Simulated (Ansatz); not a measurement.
# CH₄BFO: one species, many methods

One table from this session's results is given with a row withheld; the runs are named, their logs left out.

Computed with Ansatz 0.2.0, Gaussian basis. Level: functionals in def2-TZVPP, the program's frozen cores in correlated methods.

The runs, in order: LDA (SPW92), PBE-D4, revPBE-D4, BLYP-D4, r2SCAN-D4, B97M-V, PBE0-D4, B3LYP-D4, r2SCANh-D4, r2SCAN0-D4, HSE06-D4, BHLYP-D4, CAM-B3LYP-D4, LC-ωPBE, ωB97X-V, ωB97M-V, B2PLYP, PBE-QIDH; CCSD(T)/def2-SVP; CCSD(T)/def2-TZVPP; MP2/def2-QZVPP; extrapolation to the limit; RPA on PBE.

## The relaxed structure

An earlier PBE0-D4 in a triple-zeta def2 set relaxation fixed the geometry.

SMILES `BOCF`, 8 atoms, charge 0, spin multiplicity 1.

Atoms are counted from 1 here; the program's logs count them from 0.

Bond lengths: B1–O2 1.350 Å, B1–H5 1.201 Å, B1–H6 1.193 Å, O2–C3 1.389 Å, C3–F4 1.363 Å, C3–H7 1.095 Å, C3–H8 1.092 Å. Angles: O2–B1–H5 119.7°, O2–B1–H6 116.8°, H5–B1–H6 123.5°, B1–O2–C3 121.2°, O2–C3–F4 108.8°, O2–C3–H7 111.1°, O2–C3–H8 108.4°, F4–C3–H7 108.1°, F4–C3–H8 108.1°, H7–C3–H8 112.2°.

As a file:

```xyz
8

B    -0.8956    0.8075    0.5757
O     0.2088    0.0421    0.7043
C     0.7791   -0.5899   -0.3929
F     0.4248   -1.9061   -0.3758
H    -1.3699    0.9888   -0.5124
H    -1.3410    1.2832    1.5754
H     0.4205   -0.1526   -1.3305
H     1.8655   -0.5300   -0.2995
```

Set-up of the first run:

in.yaml

```yaml
crystal:
  periodic: [false, false, false]
  atoms:
    - {symbol: B, position_ang: [-0.895606, 0.807452, 0.575661]}
    - {symbol: O, position_ang: [0.208753, 0.042087, 0.704346]}
    - {symbol: C, position_ang: [0.779096, -0.589925, -0.392857]}
    - {symbol: F, position_ang: [0.424820, -1.906086, -0.375825]}
    - {symbol: H, position_ang: [-1.369856, 0.988780, -0.512449]}
    - {symbol: H, position_ang: [-1.341009, 1.283194, 1.575408]}
    - {symbol: H, position_ang: [0.420494, -0.152564, -1.330534]}
    - {symbol: H, position_ang: [1.865506, -0.530039, -0.299548]}
basis:
  gaussian: {orbitals: def2-TZVPP}
hamiltonian: {xc: lda}
output: {orbitals: {seedname: orbitals}}
```

Among the steps run: LDA; PBE-D4 (GGA); revPBE-D4 (GGA); BLYP-D4 (GGA); r2SCAN-D4 (meta-GGA); B97M-V (meta-GGA); PBE0-D4 (hybrid); B3LYP-D4 (hybrid); r2SCANh-D4 (hybrid); r2SCAN0-D4 (hybrid); HSE06-D4 (hybrid); BHLYP-D4 (hybrid); CAM-B3LYP-D4 (range-separated); LC-ωPBE (range-separated); ωB97X-V (range-separated); ωB97M-V (range-separated); B2PLYP (double hybrid); PBE-QIDH (double hybrid).

One of the session's tables, all rows but one given; the rest of the session is left out.

It belongs to the step «Orbital energies across the functionals». 

| functional | HOMO (eV) | gap (eV) |
| --- | --- | --- |
| LDA (SPW92) | -7.63 | 5.53 |
| PBE-D4 | -7.55 | 5.74 |
| revPBE-D4 | -7.51 | 5.81 |
| BLYP-D4 | -7.50 | 5.81 |
| r2SCAN-D4 | -7.89 | 6.49 |
| B97M-V | -8.03 | 6.48 |
| PBE0-D4 | -9.09 | 8.30 |
| B3LYP-D4 | -8.89 | 7.84 |
| r2SCANh-D4 | -8.46 | 7.41 |
| r2SCAN0-D4 | -9.31 | 8.78 |
| HSE06-D4 | -8.68 | 7.51 |
| BHLYP-D4 | -10.59 | 10.78 |
| CAM-B3LYP-D4 | -10.59 | 10.85 |
| LC-ωPBE | -11.93 | 13.44 |
| ωB97X-V | -11.59 | 12.99 |
| ωB97M-V | ? | ? |

Q: Estimate the row for ωB97M-V from the others.

As computed: HOMO (eV): -11.46; gap (eV): 12.57. In the column «HOMO (eV)» it lies between ωB97X-V (-11.59) and BHLYP-D4 (-10.59).
